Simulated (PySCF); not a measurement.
# Y2S3: other functionals and bases at one geometry

An exercise on one series of results from a longer session: the logs are not shown, and one member is left open.

Method: several levels, as the steps say, no spin–orbit coupling; program: PySCF 2.14.0.

2 further runs of the same task are left out: 2 for a known fault of the program.

## The starting structure

5 atoms, charge 0, spin multiplicity 1.

Bond lengths: Y1–Y2 2.999 Å, Y1–S3 2.524 Å, Y1–S4 2.524 Å, Y1–S5 2.524 Å, Y2–S3 2.524 Å, Y2–S4 2.524 Å, Y2–S5 2.524 Å. Angles: Y2–Y1–S3 53.6°, Y2–Y1–S4 53.6°, Y2–Y1–S5 53.6°, S3–Y1–S4 88.3°, S3–Y1–S5 88.3°, S4–Y1–S5 88.3°, Y1–Y2–S3 53.6°, Y1–Y2–S4 53.6°, Y1–Y2–S5 53.6°, S3–Y2–S4 88.3°, S3–Y2–S5 88.3°, S4–Y2–S5 88.3°, Y1–S3–Y2 72.9°, Y1–S4–Y2 72.9°, Y1–S5–Y2 72.9°.

Coordinates:

```
Y     0.0000    0.0000    1.4993
Y     0.0000    0.0000   -1.4993
S     2.0303    0.0000    0.0000
S    -1.0152    1.7583    0.0000
S    -1.0151   -1.7583    0.0000
```

Formal oxidation states: Y +3. An earlier session relaxed this geometry at PBE0, Y def2-SVP with ECP28, S def2-SVP (singlet, point group D3h).

At PBE0 on the finer grid: E = -1270.691217 Eh, HOMO -5.20 eV, LUMO -1.98 eV, Mulliken charge on Y1 +0.72 e, largest force component 0.008 eV/Å. 

Levels to run: BLYP; B3LYP; TPSS; TPSSh; PBE0, TZVP; PBE0, x2c-SVP. Hardware: 2 threads of AMD EPYC 9B14 (Zen 4), shared host.

The first run:

Input file run.py (the lines that set the calculation):

```python
mol = gto.M(atom='''
Y      0.00000     0.00000     1.49927
Y      0.00000     0.00000    -1.49927
S      2.03030     0.00003     0.00000
S     -1.01518     1.75828     0.00000
S     -1.01512    -1.75831     0.00000''',
    basis={'Y': 'def2-SVP', 'S': 'def2-SVP'},
    ecp={'Y': 'def2-SVP'},
    charge=0, spin=0)
mf = dft.RKS(mol, xc='BLYP')
mf.grids.atom_grid = (75, 302)
mf = mf.density_fit()  # fitting sets: Y def2-universal-JKFIT, S def2-universal-JKFIT
mf.conv_tol = 1e-08; mf.max_cycle = 55
mf.kernel(dm0)  # dm0: the density of the relaxed state
```

The run is started by

```sh
$ OMP_NUM_THREADS=2 python run.py
```

Among the steps run: BLYP; B3LYP; TPSS; TPSSh; PBE0, TZVP; PBE0, x2c-SVP.

One table of the session follows, with a row left open; its other results are not shown here.

```
              level  HOMO (eV)  gap (eV)  charge on Y1 (e)  largest force component (eV/Å)
PBE0 (relaxed here)      -5.20      3.21              0.72                            0.01
               BLYP          ?         ?                 ?                               ?
              B3LYP      -4.95      2.71              0.67                            0.42
               TPSS      -4.29      1.75              0.71                            0.35
              TPSSh      -4.67      2.40              0.75                            0.25
         PBE0, TZVP      -5.26      3.26              0.93                            0.02
      PBE0, x2c-SVP      -5.13      3.14              0.54                            0.11
```

**Question.** Estimate the row for BLYP.

**Answer.** HOMO (eV): -4.05; gap (eV): 1.49; charge on Y1 (e): 0.57; largest force component (eV/Å): 0.71. In the column «HOMO (eV)» it is the highest.

In one basis the HOMO–LUMO gap runs from 1.49 eV (BLYP) to 3.21 eV (PBE0). The largest leftover force, 0.71 eV/Å with BLYP, stands at a geometry relaxed at another level. Total energies of different levels can't be compared.
